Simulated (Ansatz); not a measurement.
SnSe2, space group P-3m1: a convergence test of the k-point mesh, run with Ansatz 0.2.0 through its Python package.

Script `run_kconv.py`:
```python
"""k-point test for SnSe2."""

import csv

import ansatz as az


def main() -> None:
    lattice = az.Lattice.of(
        [3.811, 0.0, 0.0],
        [-1.9055, 3.300423, 0.0],
        [0.0, 0.0, 6.136],
    )
    sites = [
        ("Sn", [0.0, 0.0, 0.0]),
        ("Se", [1 / 3, 2 / 3, 0.249]),
        ("Se", [2 / 3, 1 / 3, 0.751]),
    ]
    system = az.Crystal(lattice=lattice)
    for symbol, position in sites:
        system = system.atom(symbol, position)

    job = (
        system.calculation()
        .scf(tolerance=1e-09)
        .functional("PBE")
        .occupations("Fixed")
        .band_table()
    )

    rows = []
    for value in [(3, 3, 2), (6, 6, 4), (12, 12, 4), (12, 12, 6)]:
        summary = job.kpoints(mesh=value).run(threads=1, backend="cpu").report
        rows.append((value, summary["free_energy_ev"] / len(summary["lattice"]["sites"]), summary["n_iterations"], summary["gap_by_band_count_ev"], summary["n_kpoints"]))

    with open("kconv.csv", "w", newline="") as handle:
        writer = csv.writer(handle)
        writer.writerow(["mesh", "F/atom (eV)", "iterations", "gap by band count (eV)", "k-points"])
        writer.writerows([round(v, 5) if isinstance(v, float) else v for v in row] for row in rows)

    # differences from the last row
    for row in rows[:-1]:
        shift = 1000 * (row[1] - rows[-1][1])
        print(f"{row[0]}: {shift:+.2f} meV/atom" + ("  (within 5 meV)" if abs(shift) < 5 else ""))


if __name__ == "__main__":
    main()
```

How fast does the energy converge with the mesh (threshold 5 meV an atom)?

From 6×6×4 on it stays within 5 meV an atom of the value at 12×12×6; the first row (3×3×2) is off by 131.1 meV and the last but one by 0.02 meV.

The run itself:

```console
$ python run_kconv.py
DeckWarning: basis.ecutwfc = 420 eV, auto-derived from the records' recommended cutoffs: set by Sn (normal level)
(3, 3, 2): +131.06 meV/atom
(6, 6, 4): +3.55 meV/atom  (within 5 meV)
(12, 12, 4): +0.02 meV/atom  (within 5 meV)
```
(Warnings from the package without file and line.)

`kconv.csv`, as written:
```csv
mesh,F/atom (eV),iterations,gap by band count (eV),k-points
"(3, 3, 2)",-5654.29377,8,1.08499,6
"(6, 6, 4)",-5654.42129,8,0.82354,24
"(12, 12, 4)",-5654.42482,8,0.77983,69
"(12, 12, 6)",-5654.42484,8,0.72457,100
```

Along an axis with an odd division the mesh misses the point at one half; a gap read on a finite mesh is an upper bound on this functional's gap. Spin-orbit coupling, left out here, can change this gap by several tenths of an eV, and inverted bands can meet off the mesh. The starting cell is as deposited in a crystallographic database; the results hold for this polymorph, which needn't be the stable one. Levels are Kohn-Sham eigenvalues on this mesh, without spin-orbit coupling. Shifts are counted from the finest mesh, which is itself no proven limit. Finished in 23 s on 1 thread of Arm Neoverse V1 (shared host), peak memory 0.49 GiB.
